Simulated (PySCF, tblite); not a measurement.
**C₄H₇BO₃: dynamics, then NMR shifts on frames, part 1 of 2**

How do NMR shifts of C₄H₇BO₃ (`C=CC(=O)CB(O)O`) change as the atoms move?

Computed with tblite 0.8.0 and PySCF 2.14.0, with density-fitted response routines of our own, on a single molecule in the gas phase. Atoms are numbered from 0 throughout.

### 1 The molecule as given

15 atoms, charge 0, multiplicity 1; geometry from: GFN2-xTB.

Bonds of the start (Å): C0–C1 1.33, C1–C2 1.48, C2–O3 1.22, C2–C4 1.50, C4–B5 1.62, B5–O6 1.35, B5–O7 1.35, C0–H8 1.08, C0–H9 1.08, C1–H10 1.08, C4–H11 1.09, C4–H12 1.09, O6–H13 0.97, O7–H14 0.96.

### 2 Thermal motion with GFN2-xTB

The job: settings as JSON, then the geometry in Å.

```
{"job": {"kind": "md", "xc": "GFN2-xTB", "basis": "xTB", "temperature": 200, "steps": 2000, "every": 50, "frames": 5}, "charge": 0, "multiplicity": 1}
C     -2.852752    -0.309949    -0.320329
C     -1.681005    -0.515816     0.268505
C     -0.408512    -0.340860    -0.462475
O     -0.372116     0.113233    -1.595818
C      0.846207    -0.698494     0.267668
B      1.830159     0.592981     0.283816
O      1.890974     1.422011    -0.774026
O      2.588406     0.799298     1.376752
H     -2.891161    -0.004480    -1.353891
H     -3.790940    -0.437829     0.192421
H     -1.610614    -0.828720     1.299840
H      0.655314    -1.093861     1.260714
H      1.371935    -1.459851    -0.311890
H      1.259837     1.204014    -1.473989
H      3.159853     1.566313     1.320790
```

Level: GFN2-xTB Langevin dynamics, gas phase.

Run with:

```bash
OMP_NUM_THREADS=1 python probes_run.py task.json out
```

One launch serves the whole session: the jobs run in the order shown.

Output:

```text
t/fs     T/K      E/eV
    0.0   159.5   -696.90361
   25.0    60.6   -696.71658
   50.0   140.2   -696.75911
   75.0   123.0   -696.70275
  100.0   122.7   -696.68069
  125.0   161.2   -696.74064
  150.0   126.2   -696.61090
  175.0   141.5   -696.73046
  200.0   164.7   -696.65832
  225.0   155.3   -696.69225
  250.0   150.7   -696.72881
  275.0   139.4   -696.68851
  300.0   169.2   -696.65577
  325.0   221.4   -696.58224
  350.0   268.1   -696.52863
  375.0   238.9   -696.50304
  400.0   253.6   -696.63209
  425.0   226.1   -696.59164
  450.0   185.5   -696.44715
  475.0   312.9   -696.66682
  500.0   206.6   -696.48150
  525.0   273.9   -696.63809
  550.0   228.2   -696.57843
  575.0   214.4   -696.48466
  600.0   278.2   -696.52469
  625.0   188.8   -696.33769
  650.0   273.8   -696.53635
  675.0   252.1   -696.58062
  700.0   251.2   -696.53902
  725.0   213.8   -696.53071
  750.0   218.7   -696.50492
  775.0   277.4   -696.65804
  800.0   245.3   -696.51465
  825.0   195.8   -696.48140
  850.0   182.0   -696.45306
  875.0   214.6   -696.44397
  900.0   274.4   -696.51508
  925.0   222.3   -696.50194
  950.0   173.3   -696.54730
  975.0   126.8   -696.49388
 1000.0   175.9   -696.64832
```

Wall time 8.2 s (1 thread of Arm Neoverse V2, shared host); peak memory 0.19 GiB.

Distance from the start (root mean square after alignment): 0 fs 0.00 Å, 200 fs 0.23 Å, 400 fs 0.12 Å, 600 fs 0.24 Å, 800 fs 0.65 Å, 1000 fs 0.43 Å.

Positions (Å) and forces (eV/Å) at 1000 fs:

```xyz
15

C    -2.574    0.624    1.107   -0.616    0.114    0.188
C    -1.632   -0.113    0.549   -0.194    0.362   -0.394
C    -0.775    0.399   -0.557   -0.745    1.185    0.733
O    -0.918    1.519   -1.045    0.228   -1.045    0.346
C     0.326   -0.516   -0.863   -0.027   -1.523   -0.727
B     1.579   -0.228    0.071    0.271   -1.972    0.389
O     2.038    0.976    0.319    0.505    1.021    0.296
O     2.170   -1.318    0.660   -0.464    0.581   -0.347
H    -2.718    1.639    0.810    0.046    0.423   -0.267
H    -3.305    0.283    1.827    0.340   -0.192    0.101
H    -1.471   -1.124    0.841    0.092   -0.504    0.129
H     0.051   -1.589   -0.724    0.011    0.775   -0.064
H     0.575   -0.397   -1.907    0.381    0.100   -0.365
H     1.525    1.634   -0.128   -0.108    0.728   -0.158
H     2.870   -1.059    1.253    0.279   -0.053    0.140
```

### 3 NMR shieldings: 250 fs, PBE0/pcSseg-1

The job: settings as JSON, then the geometry in Å.

```
{"job": {"kind": "nmr", "xc": "PBE0", "basis": "pcSseg-1", "pop": false}, "charge": 0, "multiplicity": 1}
C     -3.102500    -0.542900    -0.824300
C     -1.996800    -0.729800    -0.078500
C     -0.665600    -0.159700    -0.512100
O     -0.561400     0.605800    -1.460700
C      0.554800    -0.690300     0.146200
B      1.511200     0.616000     0.430900
O      1.483200     1.763900    -0.293700
O      2.355600     0.535500     1.476000
H     -3.022300     0.154400    -1.630000
H     -4.042200    -0.997000    -0.590600
H     -1.962500    -1.408100     0.779100
H      0.278800    -1.168900     1.087800
H      1.048800    -1.429300    -0.512900
H      0.831900     1.779300    -1.010600
H      2.901900     1.300800     1.605900
```

Method: GIAO PBE0/pcSseg-1 NMR shielding, non-relativistic, gas phase.

Output:

```text
coarse grid: 13032 points
cycle   1  E = -406.4500759245  dE =  1.188e+00  |g| = 1.112e+00  |ddm| = 3.425e+00
cycle   2  E = -405.9904697555  dE =  4.596e-01  |g| = 1.919e+00  |ddm| = 2.384e+00
cycle   3  E = -406.6566793637  dE = -6.662e-01  |g| = 3.326e-01  |ddm| = 1.870e+00
cycle   4  E = -406.6782311789  dE = -2.155e-02  |g| = 7.885e-02  |ddm| = 2.974e-01
cycle   5  E = -406.6791468070  dE = -9.156e-04  |g| = 2.585e-02  |ddm| = 6.393e-02
cycle   6  E = -406.6792914701  dE = -1.447e-04  |g| = 5.329e-03  |ddm| = 2.109e-02
cycle   7  E = -406.6792965446  dE = -5.074e-06  |g| = 2.149e-03  |ddm| = 4.795e-03
final grid: 127272 points
cycle   8  E = -406.7542962892  dE = -2.689e-05  |g| = 1.485e-02  |ddm| = 2.997e-02
cycle   9  E = -406.7541927521  dE =  1.035e-04  |g| = 2.771e-02  |ddm| = 3.072e-02
cycle  10  E = -406.7543378089  dE = -1.451e-04  |g| = 2.779e-03  |ddm| = 2.178e-02
cycle  11  E = -406.7543392614  dE = -1.453e-06  |g| = 4.004e-04  |ddm| = 2.060e-03
cycle  12  E = -406.7543392883  dE = -2.687e-08  |g| = 1.834e-04  |ddm| = 4.170e-04
cycle  13  E = -406.7543392956  dE = -7.369e-09  |g| = 6.342e-05  |ddm| = 1.762e-04
cycle  14  E = -406.7543392965  dE = -8.798e-10  |g| = 1.332e-05  |ddm| = 5.202e-05
converged SCF energy = -406.7543392965

GIAO shielding tensors (ppm)
atom      isotropic    diamagn.    paramagn.     s11        s22        s33       span
  0 C       45.325     253.579    -208.253    -78.785     36.256    178.504    257.289
  1 C       37.181     258.772    -221.591    -79.307     58.461    132.390    211.697
  2 C      -27.164     254.185    -281.350   -116.200    -65.559    100.267    216.467
  3 O     -257.601     404.782    -662.383   -796.983   -356.207    380.387   1177.370
  4 C      149.506     257.735    -108.229    127.004    141.316    180.197     53.192
  5 B       73.291     192.997    -119.705     58.596     69.497     91.781     33.185
  6 O      192.139     390.782    -198.642     65.822    225.607    284.989    219.167
  7 O      219.849     384.158    -164.308    117.708    260.293    281.548    163.840
  8 H       24.693      31.670      -6.977     21.141     23.895     29.043      7.902
  9 H       25.421      27.944      -2.523     22.503     25.521     28.238      5.735
 10 H       24.598      31.887      -7.289     20.640     23.754     29.401      8.761
 11 H       29.158      33.767      -4.609     25.692     29.395     32.386      6.695
 12 H       29.031      30.892      -1.862     26.533     26.638     33.922      7.389
 13 H       23.938      33.658      -9.720     14.237     23.224     34.353     20.117
 14 H       27.715      29.809      -2.094     21.801     23.254     38.089     16.288
```

Wall time 15 s (1 thread of Arm Neoverse V2, shared host); peak memory 0.77 GiB.

The references, computed at this level on geometries of the same kind, shield at (ppm): 1H TMS 31.72, 13C TMS 186.9, 17O H2O 336.1, 11B BF3·OEt2 100.1. Their shielding less the atom's gives the shift. The references are single molecules in the gas phase, so shifts against H2O, NH3, PH3, H3PO4 or CFCl3 are not on the usual liquid scales and can be off by tens of ppm. Each atom is listed at this fixed geometry, with no averaging over motion; a spectrum would average atoms that exchange fast.

```tsv
atoms	environment	σ (ppm)	δ (ppm)
C2	ketone carbonyl carbon	-27.2	214.1
C1	α carbon of a C=C–C=O unit	37.2	149.7
C0	β carbon of a C=C–C=O unit	45.3	141.6
C4	sp3 CH2 bonded to B, α to a carbonyl	149.5	37.4
H13	hydrogen on an oxygen bonded to B	23.94	7.78
H10	hydrogen on an α carbon of a C=C–C=O unit	24.60	7.12
H8	hydrogen on a β carbon of a C=C–C=O unit	24.69	7.02
H9	hydrogen on a β carbon of a C=C–C=O unit	25.42	6.30
H14	hydrogen on an oxygen bonded to B	27.71	4.00
H12	hydrogen on an sp3 CH2 bonded to B, α to a carbonyl	29.03	2.69
H11	hydrogen on an sp3 CH2 bonded to B, α to a carbonyl	29.16	2.56
O3	ketone oxygen	-257.6	593.7
O6	oxygen bonded to B, H	192.1	143.9
O7	oxygen bonded to B, H	219.8	116.2
B5	boron bonded to C, 2 O	73.3	26.8
```

### 4 NMR shieldings: 425 fs, PBE0/pcSseg-1

The job: settings as JSON, then the geometry in Å.

```
{"job": {"kind": "nmr", "xc": "PBE0", "basis": "pcSseg-1", "pop": false}, "charge": 0, "multiplicity": 1}
C     -3.234100    -0.239700    -0.588200
C     -2.050200    -0.594600    -0.132800
C     -0.742900    -0.148900    -0.570200
O     -0.482800     0.701300    -1.400200
C      0.429200    -0.915200    -0.022700
B      1.443600     0.091900     0.674900
O      1.593800     1.363200     0.226400
O      2.271400    -0.261300     1.723900
H     -3.305900     0.503500    -1.344400
H     -4.111200    -0.626200    -0.093900
H     -1.927200    -1.319100     0.634900
H      0.081900    -1.765900     0.573400
H      0.956300    -1.289300    -0.890700
H      0.966400     1.666800    -0.446900
H      2.906200     0.369200     2.039300
```

With the program's defaults for keys left out, this is: GIAO PBE0/pcSseg-1 NMR shielding, non-relativistic, gas phase.

Output:

```text
coarse grid: 13032 points
cycle   1  E = -406.4382625230  dE =  1.312e+00  |g| = 1.122e+00  |ddm| = 3.466e+00
cycle   2  E = -405.9852350019  dE =  4.530e-01  |g| = 1.915e+00  |ddm| = 2.595e+00
cycle   3  E = -406.6504704704  dE = -6.652e-01  |g| = 3.255e-01  |ddm| = 2.043e+00
cycle   4  E = -406.6712212472  dE = -2.075e-02  |g| = 8.122e-02  |ddm| = 3.145e-01
cycle   5  E = -406.6721940642  dE = -9.728e-04  |g| = 2.658e-02  |ddm| = 7.014e-02
cycle   6  E = -406.6723450125  dE = -1.509e-04  |g| = 4.901e-03  |ddm| = 2.139e-02
cycle   7  E = -406.6723495062  dE = -4.494e-06  |g| = 1.545e-03  |ddm| = 4.442e-03
final grid: 127272 points
cycle   8  E = -406.7474731694  dE = -1.934e-05  |g| = 1.403e-02  |ddm| = 2.673e-02
cycle   9  E = -406.7473784445  dE =  9.472e-05  |g| = 2.643e-02  |ddm| = 3.132e-02
cycle  10  E = -406.7475103602  dE = -1.319e-04  |g| = 2.587e-03  |ddm| = 2.237e-02
cycle  11  E = -406.7475116189  dE = -1.259e-06  |g| = 3.619e-04  |ddm| = 1.974e-03
cycle  12  E = -406.7475116400  dE = -2.107e-08  |g| = 1.465e-04  |ddm| = 3.425e-04
cycle  13  E = -406.7475116446  dE = -4.574e-09  |g| = 4.337e-05  |ddm| = 1.398e-04
cycle  14  E = -406.7475116450  dE = -4.034e-10  |g| = 1.420e-05  |ddm| = 4.034e-05
converged SCF energy = -406.7475116450

GIAO shielding tensors (ppm)
atom      isotropic    diamagn.    paramagn.     s11        s22        s33       span
  0 C       52.596     253.552    -200.956    -62.111     40.519    179.381    241.493
  1 C       46.620     261.356    -214.736    -62.400     62.560    139.701    202.101
  2 C      -25.562     253.015    -278.577   -111.761    -66.605    101.680    213.441
  3 O     -287.689     405.650    -693.338   -900.001   -351.797    388.732   1288.733
  4 C      144.813     257.746    -112.933    118.787    133.876    181.776     62.989
  5 B       73.009     192.986    -119.977     58.253     67.801     92.974     34.721
  6 O      193.706     391.233    -197.527     57.058    224.284    299.775    242.717
  7 O      224.320     384.096    -159.776    126.604    265.410    280.945    154.341
  8 H       25.200      31.091      -5.890     21.905     24.844     28.852      6.947
  9 H       25.716      27.594      -1.878     23.349     25.020     28.778      5.429
 10 H       25.196      34.041      -8.844     20.930     23.488     31.170     10.240
 11 H       28.967      33.237      -4.270     25.757     29.402     31.741      5.984
 12 H       29.567      32.144      -2.578     27.103     27.689     33.908      6.805
 13 H       24.854      33.710      -8.856     16.224     24.221     34.115     17.890
 14 H       27.652      30.482      -2.830     21.920     23.035     38.001     16.081
```

Run time: 15 s. Hardware: 1 thread of Arm Neoverse V2, shared host; peak memory 0.78 GiB.

Key values: δ C2 212.5, C1 140.3, C0 134.3, C4 42.1, H13 6.86, H10 6.52 ppm.

(Continued in part 2 of 2.)
